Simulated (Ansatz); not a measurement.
# HfH2: the cost of one run

Method: DFT LDA, scalar-relativistic, in Ansatz 0.2.0.

## (1) Starting point

It takes space group I4/mmm (No. 139, tetragonal). Conventional cell: a = 3.461 Å, b = 3.461 Å, c = 4.290 Å, α = 90.00°, β = 90.00°, γ = 90.00°. Hf (site symmetry 4/mmm) is surrounded by 8 H at 2.04 Å. H (site symmetry -4m2) has 4 Hf at 2.04 Å as nearest neighbours.

As a file:

```cif
data_structure
_symmetry_space_group_name_H-M 'P 1'
_symmetry_Int_Tables_number 1
_cell_length_a 3.2544
_cell_length_b 3.2544
_cell_length_c 3.2544
_cell_angle_alpha 115.744
_cell_angle_beta 115.744
_cell_angle_gamma 97.544
_cell_volume 25.70
loop_
_atom_site_label
_atom_site_type_symbol
_atom_site_fract_x
_atom_site_fract_y
_atom_site_fract_z
_atom_site_occupancy
Hf1 Hf 0.00000 0.00000 0.00000 1
H1 H 0.25000 0.75000 0.50000 1
H2 H 0.75000 0.25000 0.50000 1
```

Atoms are numbered in the order of the input: Hf1, H2, H3.

## (2) Volume × 0.9405, LAPW

input.yaml

```yaml
crystal:
  lattice:
    - [-1.6956757868, 1.6956757868, 2.1013884534]
    - [1.6956757868, -1.6956757868, 2.1013884534]
    - [1.6956757868, 1.6956757868, -2.1013884534]
  atoms:
    - { symbol: Hf, position: [0.0, 0.0, 0.0] }
    - { symbol: H, position: [0.25, 0.75, 0.5] }
    - { symbol: H, position: [0.75, 0.25, 0.5] }
kpoints:
  mp_grid: { grid: [15, 15, 15] }
scf:
  occupations: { method: fermi_dirac, width: 0.03 }
hamiltonian:
  xc: lda
  pseudopotentials: { kind: all_electron, lapw: { basis_error: 0.0005 } }
output:
  forces: true
  stress: true
  eigenvalues: true
```

The run is started by

```console
> ansatz run input.yaml --threads 1 --pin off --max-ram 4096MiB --backend cpu --events-out ev --progress --plain --runs-dir out
```

What time and memory should one allow on 1 thread of Intel Xeon 6975P-C (Granite Rapids), shared host?

About 37 s, with a peak of 0.91 GiB.
